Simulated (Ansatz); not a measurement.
# Ge2HSi: the cost of one run

The runs use Ansatz 0.2.0, Gaussian basis; cc-pVDZ, all electrons in the functionals, frozen cores in the correlation of double hybrids and RPA.

The runs, in order: CAM-B3LYP, wB97M-V, B2PLYP, RPA-PBE, at charge 0, quartet; charge 0, doublet; charge 0, sextet; charge 1, triplet; charge 1, quintet; displaced geometry v1; displaced geometry v2 (not every functional at every point).

27 further runs of the same task are left out: 13 that didn't finish, 14 set aside as unsound or not needed. Runs told in other sessions of the task aren't counted.

## (1) The geometry

The geometry is a PBE0/def2-TZVP stationary point (not a proven minimum). No spin-orbit coupling is included. The filled d shell of Ge may be among the frozen orbitals whatever the setting's name suggests.

4 atoms, charge 0, spin multiplicity 4.

Atoms are counted from 1 here; the program's logs count them from 0.

Bond lengths: Ge1–Ge2 2.396 Å, Ge2–Si3 2.335 Å, Si3–H4 1.535 Å. Angles: Ge1–Ge2–Si3 171.6°, Ge2–Si3–H4 83.1°.

No dispersion term is added; wB97M-V holds VV10 nonlocal correlation.

The geometry shown and the zero of energy belong to the point charge 0, quartet. The yardstick, UCCSD(T), and other wave-function levels (R restricted, U unrestricted, valence and pair active spaces) come from earlier runs.

## (2) CAM-B3LYP, charge 0, quartet

Contents of in.yaml:

```yaml
crystal:
  periodic: [false, false, false]
  atoms:
    - {symbol: Ge, position_ang: [-0.000015, -0.338275, 2.950562]}
    - {symbol: Ge, position_ang: [-0.000058, -0.237035, 0.556558]}
    - {symbol: Si, position_ang: [-0.000003, -0.479908, -1.765641]}
    - {symbol: H, position_ang: [0.000075, 1.055218, -1.741479]}
basis:
  gaussian: {orbitals: cc-pVDZ}
magnetization: {spin_polarized: true, initial_magnetization: 3}
hamiltonian: {xc: {name: CAM-B3LYP}}
```

On the command line:

```
$ ansatz run in.yaml --threads 1 --pin off --events-out ev --progress --plain --max-ram 2393MiB
```

Q: Estimate wall time and peak memory on 1 thread of Arm Neoverse V1, shared host.

About 12 s, with a peak of 0.29 GiB.
